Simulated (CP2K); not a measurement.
# SiN3H7O (SMILES N[Si](N)(N)O) at 3 levels

We compute a comparison of 3 runs (GFN2-xTB, PM6, GFN0-xTB) of SiN3H7O. 

The results are computed with CP2K 2026.2.

3 further runs of the same task are left out: 1 that didn't finish, 2 set aside as unsound or not needed.

## Step 1: The system as given

SiN3H7O has 12 atoms, charge 0, and is taken as a singlet. SMILES: `N[Si](N)(N)O`. The shape comes from a force field and isn't a relaxed structure. This is one conformer, not always the lowest.

Bond lengths: N1–Si2 1.569 Å, Si2–N3 1.641 Å, Si2–N4 1.661 Å, Si2–O5 1.597 Å, N1–H6 1.045 Å, N1–H7 1.046 Å, N3–H8 0.948 Å, N3–H9 1.069 Å, N4–H10 1.058 Å, N4–H11 1.009 Å, O5–H12 0.970 Å. Some angles: N1–Si2–N3 105.3°, N1–Si2–N4 107.6°, N1–Si2–O5 112.6°, N3–Si2–N4 107.1°, N3–Si2–O5 114.5°, N4–Si2–O5 109.3°, Si2–N1–H6 112.5°, Si2–N1–H7 110.1°, Si2–N3–H8 106.8°, Si2–N3–H9 106.7°.

## Step 2: Energy and gradient at GFN2-xTB (run 1)

The input, qs.inp:

```
&GLOBAL
    PROJECT_NAME qs
    RUN_TYPE ENERGY_FORCE
    PRINT_LEVEL MEDIUM
&END GLOBAL

&FORCE_EVAL
    METHOD QS
    &DFT
        CHARGE 0
        MULTIPLICITY 1
        &QS
            METHOD XTB
            EPS_DEFAULT 1.0E-10
            &XTB
                GFN_TYPE TBLITE
                &TBLITE
                    METHOD GFN2
                &END TBLITE
                CHECK_ATOMIC_CHARGES F
            &END XTB
        &END QS
        &POISSON
            PERIODIC NONE
            POISSON_SOLVER ANALYTIC
        &END POISSON
        &SCF
            SCF_GUESS ATOMIC
            EPS_SCF 1.0E-07
            MAX_SCF 83
            ADDED_MOS 4
            EPS_DIIS 0.5
            &DIAGONALIZATION
                ALGORITHM STANDARD
            &END DIAGONALIZATION
            &MIXING
                METHOD DIRECT_P_MIXING
                ALPHA 0.05
            &END MIXING
            &SMEAR ON
                METHOD FERMI_DIRAC
                ELECTRONIC_TEMPERATURE [K] 300
            &END SMEAR
        &END SCF
        &PRINT
            &MOMENTS
                PERIODIC F
                REFERENCE COM
                MAX_MOMENT 1
            &END MOMENTS
            &MO ON
                ENERGIES T
                OCCUPATION_NUMBERS T
                NDIGITS 6
                &EACH
                    QS_SCF 0
                &END EACH
                ADD_LAST NUMERIC
            &END MO
            &HIRSHFELD OFF
            &END HIRSHFELD
        &END PRINT
    &END DFT
    &SUBSYS
        # vacuum box
        &CELL
            ABC [angstrom] 13.8 13.3 13.7
            PERIODIC NONE
        &END CELL
        &COORD
            SCALED T
            N    0.40676449   0.56831203   0.49459489
            Si   0.48533696   0.48553008   0.51424453
            N    0.42560507   0.38953008   0.55949270
            N    0.52935870   0.44960526   0.40690146
            O    0.57193841   0.52505639   0.58139051
            H    0.39044565   0.61019173   0.55702555
            H    0.43511957   0.62431955   0.44928832
            H    0.36272101   0.39129699   0.53174818
            H    0.41913406   0.40251504   0.63620073
            H    0.46577899   0.44677820   0.36379927
            H    0.54344565   0.37568045   0.41558029
            H    0.63727899   0.50622180   0.56267518
        &END COORD
    &END SUBSYS
    # extra output
    &PRINT
        &FORCES ON
        &END FORCES
    &END PRINT
&END FORCE_EVAL
```

Launch:

```bash
$ OMP_NUM_THREADS=1 cp2k.psmp -i qs.inp -o qs.out
```

What it wrote:

```text
CP2K| version string:                                       CP2K version 2026.2
[...]
 GLOBAL| Method name                                                        CP2K
[...]
 GLOBAL| Run type                                                   ENERGY_FORCE
[...]
                             - Atoms:                                         12
[...]
                             - Spherical basis functions:                     32
[...]
 Number of electrons:                                                         32
[...]
  *** SCF run converged in    17 steps ***
[...]
  Fermi energy:                                                -0.08098391030249
[...]
 TB_DIPOLE| Moment [Debye]         -0.07492422       0.08500210      -0.10192418
 TB_DIPOLE| Derivative [a.u.]       0.00000000       0.00000000       0.00000000
[...]
 ENERGY| Total FORCE_EVAL ( QS ) energy [hartree]            -18.146785876719530
 FORCES| Atomic forces [hartree/bohr]
 FORCES|   Atom     x               y               z               |f|
 FORCES|      1 -9.85300465E-02  1.70365052E-01 -2.04450035E-02   1.97864648E-01
 FORCES|      2  1.15869566E-01 -4.69359197E-02  3.36330402E-02   1.29460103E-01
 FORCES|      3  1.75068962E-02 -4.72450139E-02  1.03338011E-01   1.14966635E-01
 FORCES|      4 -1.69534328E-02 -2.71616470E-02 -6.73511584E-02   7.45744761E-02
 FORCES|      5  3.92522215E-02  2.64866254E-03  1.51471176E-02   4.21567015E-02
 FORCES|      6 -4.43109410E-03 -1.28551931E-02 -1.84847161E-02   2.29472289E-02
 FORCES|      7 -1.67184150E-02 -1.29140783E-02  6.36737667E-03   2.20640501E-02
 FORCES|      8 -6.32531833E-02 -1.08067840E-02 -1.87121758E-02   6.68423317E-02
 FORCES|      9 -2.85784627E-03 -1.76430292E-02 -3.31704275E-02   3.76791856E-02
 FORCES|     10  3.09224336E-02  3.05013668E-03  2.31257246E-03   3.11584375E-02
 FORCES|     11  1.22133495E-02 -4.29833400E-03 -9.33407250E-03   1.59614063E-02
 FORCES|     12 -1.30204493E-02  3.79614817E-03  6.69943622E-03   1.51269722E-02
 FORCES| Sum    -6.24500451E-17 -7.32920669E-17 -1.19695920E-16
[...]
```

Wall time 0.3 s (1 thread of Arm Neoverse V1, shared host).

## Step 3: Energy and forces at PM6 (run 2)

The input, molecule.inp:

```
&GLOBAL
   PROJECT_NAME molecule
   RUN_TYPE ENERGY_FORCE
   PRINT_LEVEL MEDIUM
&END

&FORCE_EVAL
   METHOD Quickstep
   &DFT
      &QS
         METHOD PM6
         EPS_DEFAULT 1.0E-10
         &SE
            &COULOMB
               CUTOFF [angstrom] 50
               RC_RANGE [angstrom] 0
            &END
            &EXCHANGE
               CUTOFF [angstrom] 50
               RC_RANGE [angstrom] 0
            &END
         &END
      &END
      &POISSON
         PERIODIC NONE
         POISSON_SOLVER ANALYTIC
      &END
      &SCF
         SCF_GUESS ATOMIC
         EPS_SCF 1.0E-06
         MAX_SCF 80
         &DIAGONALIZATION
            ALGORITHM STANDARD
         &END
         &MIXING
            METHOD DIRECT_P_MIXING
            ALPHA 0.4
         &END
      &END
      &PRINT
         &MOMENTS
            PERIODIC F
            REFERENCE COM
            MAX_MOMENT 1
         &END
         &MO ON
            ENERGIES T
            OCCUPATION_NUMBERS T
            NDIGITS 6
            &EACH
               QS_SCF 0
            &END
            ADD_LAST NUMERIC
         &END
         &HIRSHFELD OFF
         &END
      &END
   &END
   &SUBSYS
      &CELL
         ABC 11.8 11.3 11.7
         PERIODIC NONE
      &END
      &COORD
         N     -0.904100     1.153300    -0.154500
         Si     0.180200     0.052300     0.114700
         N     -0.644100    -1.224500     0.734600
         N      0.787700    -0.425500    -1.355900
         O      1.375300     0.578000     1.034600
         H     -1.129300     1.710300     0.700800
         H     -0.512800     1.898200    -0.775200
         H     -1.511900    -1.201000     0.354500
         H     -0.733400    -1.051800     1.785500
         H     -0.089700    -0.463100    -1.946400
         H      0.982100    -1.408700    -1.237000
         H      2.277000     0.327500     0.778200
      &END
      &TOPOLOGY
         &CENTER_COORDINATES
         &END
      &END
   &END
   &PRINT
      &FORCES ON
      &END
   &END
&END
```

Launch:

```bash
$ OMP_NUM_THREADS=1 cp2k.psmp -i molecule.inp > molecule.out 2>&1
```

What it wrote:

```text
CP2K| version string:                                       CP2K version 2026.2
[...]
 GLOBAL| Method name                                                        CP2K
[...]
 GLOBAL| Run type                                                   ENERGY_FORCE
[...]
                             - Atoms:                                         12
[...]
                             - Spherical basis functions:                     32
[...]
 Number of electrons:                                                         32
[...]
     1 P_Mix/Diag. 0.40E+00    0.0     0.81895939       -28.0397486445 -2.80E+01
[...]
    17 DIIS/Diag.  0.20E-06    0.0     0.00000058       -36.7456964525 -9.04E-12
  *** SCF run converged in    17 steps ***
  Core-core repulsion energy [eV]:                           2457.28989357146020
  Core Hamiltonian energy [eV]:                             -1665.42592836782092
  Two-electron integral energy [eV]:                        -3583.53043289928473
  Electronic energy [eV]:                                   -3457.19114481746328
  Total energy [eV]:                                         -999.90125124600308
  Atomic reference energy [eV]:                               996.93740719882442
  Heat of formation [kcal/mol]:                               -68.34787283144300
[...]
 SE_DIPOLE| Moment [Debye]          1.11122252      -0.58912079      -0.39607501
 SE_DIPOLE| Derivative [a.u.]       0.00000000       0.00000000       0.00000000
 ENERGY| Total FORCE_EVAL ( QS ) energy [hartree]            -36.745696452520704
 FORCES| Atomic forces [hartree/bohr]
 FORCES|   Atom     x               y               z               |f|
 FORCES|      1 -5.96810298E-02  1.24144159E-01 -5.74204524E-03   1.37864313E-01
 FORCES|      2  7.63635009E-02 -2.24771809E-02  1.98684997E-02   8.20448975E-02
 FORCES|      3  3.66305864E-04 -3.36672743E-02  7.76379924E-02   8.46243310E-02
 FORCES|      4 -6.19765855E-03 -2.19388311E-02 -5.31867383E-02   5.78666779E-02
 FORCES|      5  2.57462702E-02 -1.85129458E-03  1.10417679E-02   2.80752268E-02
 FORCES|      6 -1.52926841E-02 -2.84389743E-03 -2.52359166E-03   1.57582504E-02
 FORCES|      7 -1.07707226E-02  1.27825228E-03 -1.07400291E-02   1.52640303E-02
 FORCES|      8 -4.96785374E-02 -2.04406087E-02 -1.43314253E-02   5.55982492E-02
 FORCES|      9  1.42312495E-04 -1.80224330E-02 -1.04253315E-02   2.08210442E-02
 FORCES|     10  1.20358546E-02  5.66052495E-03 -1.40926724E-02   1.93779966E-02
 FORCES|     11  2.13142099E-02 -1.70436099E-02 -8.88277086E-03   2.86998920E-02
 FORCES|     12  5.65217852E-03  7.20219315E-03  1.13763443E-02   1.46027367E-02
 FORCES| Sum     4.92661467E-16  4.93528829E-16 -1.94289029E-16
[...]
```

Run time: 0.31 s. Hardware: 1 thread of Arm Neoverse V1, shared host.

## Step 4: Energy and gradient at GFN0-xTB (run 3)

The input, molecule.xyz:

```xyz
12

N     -0.904100     1.153300    -0.154500
Si     0.180200     0.052300     0.114700
N     -0.644100    -1.224500     0.734600
N      0.787700    -0.425500    -1.355900
O      1.375300     0.578000     1.034600
H     -1.129300     1.710300     0.700800
H     -0.512800     1.898200    -0.775200
H     -1.511900    -1.201000     0.354500
H     -0.733400    -1.051800     1.785500
H     -0.089700    -0.463100    -1.946400
H      0.982100    -1.408700    -1.237000
H      2.277000     0.327500     0.778200
```

The input, calc.inp:

```
&GLOBAL
  PROJECT_NAME calc
  RUN_TYPE ENERGY_FORCE
  PRINT_LEVEL MEDIUM
&END GLOBAL

&FORCE_EVAL
  METHOD QUICKSTEP
  &DFT
    ! Quickstep
    &QS
      METHOD XTB
      EPS_DEFAULT 1.0E-10
      &XTB
        GFN_TYPE 0
        CHECK_ATOMIC_CHARGES F
      &END XTB
    &END QS
    ! no periodic images
    &POISSON
      PERIODIC NONE
      POISSON_SOLVER ANALYTIC
    &END POISSON
    &SCF
      SCF_GUESS ATOMIC
      EPS_SCF 1.0E-07
      MAX_SCF 150
      ADDED_MOS 4
      &DIAGONALIZATION
        ALGORITHM STANDARD
      &END DIAGONALIZATION
      &MIXING
        METHOD DIRECT_P_MIXING
        ALPHA 0.4
      &END MIXING
      &SMEAR ON
        METHOD FERMI_DIRAC
        ELECTRONIC_TEMPERATURE [K] 300
      &END SMEAR
    &END SCF
    ! extra output
    &PRINT
      &MOMENTS
        PERIODIC F
        REFERENCE COM
        MAX_MOMENT 1
      &END MOMENTS
      &MO ON
        ENERGIES T
        OCCUPATION_NUMBERS T
        NDIGITS 6
        &EACH
          QS_SCF 0
        &END EACH
        ADD_LAST NUMERIC
      &END MO
      &HIRSHFELD OFF
      &END HIRSHFELD
    &END PRINT
  &END DFT
  &SUBSYS
    &CELL
      ABC 15.8 15.3 15.7
      PERIODIC NONE
    &END CELL
    &TOPOLOGY
      COORD_FILE_NAME molecule.xyz
      COORD_FILE_FORMAT XYZ
      &CENTER_COORDINATES
      &END CENTER_COORDINATES
    &END TOPOLOGY
  &END SUBSYS
  ! extra output
  &PRINT
    &FORCES ON
    &END FORCES
  &END PRINT
&END FORCE_EVAL
```

Launch:

```bash
$ OMP_NUM_THREADS=1 cp2k.psmp calc.inp > calc.out
```

What it wrote:

```text
CP2K| version string:                                       CP2K version 2026.2
[...]
 GLOBAL| Method name                                                        CP2K
[...]
 GLOBAL| Run type                                                   ENERGY_FORCE
[...]
                             - Atoms:                                         12
[...]
                             - Spherical basis functions:                     39
[...]
 Number of electrons:                                                         32
[...]
  Fermi energy:                                                -0.21251788094732
[...]
 TB_DIPOLE| Moment [Debye]         -0.17210079       0.95096399       0.79660763
 TB_DIPOLE| Derivative [a.u.]       0.00000000       0.00000000       0.00000000
[...]
 ENERGY| Total FORCE_EVAL ( QS ) energy [hartree]            -17.666947762368704
 FORCES| Atomic forces [hartree/bohr]
 FORCES|   Atom     x               y               z               |f|
 FORCES|      1 -7.20490410E-02  1.21785083E-01 -1.55833955E-02   1.42356991E-01
 FORCES|      2  9.01973235E-02 -2.45940968E-02  3.07846585E-02   9.84282579E-02
 FORCES|      3  2.70763087E-02 -4.07441998E-02  8.86328909E-02   1.01237373E-01
 FORCES|      4 -1.53629251E-02 -1.67928265E-02 -5.88205240E-02   6.30703776E-02
 FORCES|      5  2.10787399E-02  1.06440470E-03  7.90740968E-03   2.25382644E-02
 FORCES|      6 -8.02265736E-04 -1.37641237E-02 -1.27197794E-02   1.87586652E-02
 FORCES|      7 -9.22794736E-03 -1.39253669E-02  5.84096113E-03   1.76971095E-02
 FORCES|      8 -6.14646367E-02 -3.44238893E-03 -2.46797693E-02   6.63237712E-02
 FORCES|      9  1.20319958E-03 -9.72101836E-03 -3.13239754E-02   3.28197703E-02
 FORCES|     10  2.28983337E-02  4.63398449E-03  7.59447933E-03   2.45659035E-02
 FORCES|     11  9.53319792E-03 -6.36079533E-03 -7.42465787E-04   1.14844606E-02
 FORCES|     12 -1.30802874E-02  1.86134441E-03  3.10950985E-03   1.35730458E-02
 FORCES| Sum    -1.56125113E-16 -2.68448458E-16  1.49619900E-16
[...]
```

Run time: 0.28 s. Hardware: 1 thread of Arm Neoverse V1, shared host.

## Step 5: Overview of the runs

```csv
run,level,SCF convergence threshold,iteration cap,energy (Eh),dipole moment (D),HOMO energy (eV),LUMO energy (eV),wall time
1,GFN2-xTB,1e-07,83,-18.146786,0.15,-10.33,-1.33,0.3 s
2,PM6,1e-06,80,-36.745696,1.32,-10.15,–,0.31 s
3,GFN0-xTB,1e-07,150,-17.666948,1.25,-11.76,-4.90,0.28 s
```

## Step 6: Results

| quantity | value |
| --- | --- |
| run 3: total energy | -17.66695 Eh |
| run 3: dipole moment (from atomic charges alone) | 1.25 D |
| run 3: HOMO energy | -11.76 eV |
| run 3: LUMO energy | -4.90 eV |
| run 3: HOMO–LUMO gap | 6.86 eV |
| run 3: dispersion energy | -9.56 kJ/mol |
| run 3: largest force on an atom | 7.320 eV/Å |

**Reading.** The dipole moment (its size) runs from 0.15 D (GFN2-xTB) to 1.32 D (PM6). Some of these are taken from atomic charges alone. Force-field and semi-empirical energies have zeros of their own, so their totals don't compare. All runs together took 0.89 s, the longest 0.31 s.
